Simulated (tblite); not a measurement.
# C5H13BO: the cost of one run

The runs use tblite 0.8.0 and PySCF 2.14.0, with density-fitted response routines of our own; the level of theory stands in each step. All values are computed, except where a source is named. Atoms are numbered from 0 throughout.

## (1) The molecule as given

20 atoms, charge 0, multiplicity 1; geometry from: force field or distance geometry start.

Bonds of the start (Å): C0–C1 1.52, C1–C2 1.55, C2–C3 1.53, C2–B4 1.60, B4–O5 1.47, O5–C6 1.41, C0–H7 1.11, C0–H8 1.11, C0–H9 1.12, C1–H10 1.12, C1–H11 1.11, C2–H12 1.11, C3–H13 1.11, C3–H14 1.10, C3–H15 1.13, B4–H16 1.18, C6–H17 1.10, C6–H18 1.11, C6–H19 1.12.

## (2) Geometry optimisation with GFN2-xTB

What the job is given:

```
{"job": {"kind": "relax", "xc": "GFN2-xTB", "basis": "xTB"}, "charge": 0, "multiplicity": 1}
C     -2.249200     1.074100     0.485100
C     -1.759000    -0.306100     0.073100
C     -0.277800    -0.296400    -0.391100
C      0.084900    -1.628000    -1.040400
B      0.721000     0.023300     0.820300
O      1.556300     1.234000     0.778500
C      2.797200     0.909500     0.187700
H     -2.143000     1.793000    -0.355900
H     -1.689800     1.457000     1.363800
H     -3.336100     1.014300     0.765000
H     -1.878000    -1.012000     0.938000
H     -2.407300    -0.680500    -0.740600
H     -0.171300     0.498300    -1.158100
H      1.140600    -1.616600    -1.397200
H     -0.573600    -1.829100    -1.903200
H     -0.031700    -2.465100    -0.289400
H      0.762700    -0.688300     1.755500
H      3.429600     1.810800     0.179700
H      2.671800     0.583300    -0.861300
H      3.347600     0.135200     0.787400
```

Started as:

```console
$ OMP_NUM_THREADS=1 python probes_run.py task.json out
```

One launch serves the whole session: the jobs run in the order shown.

Q: Estimate the wall time and peak memory of this first job on 1 thread of Arm Neoverse N1, shared host.

About 1.2 s, with a peak of 0.18 GiB.
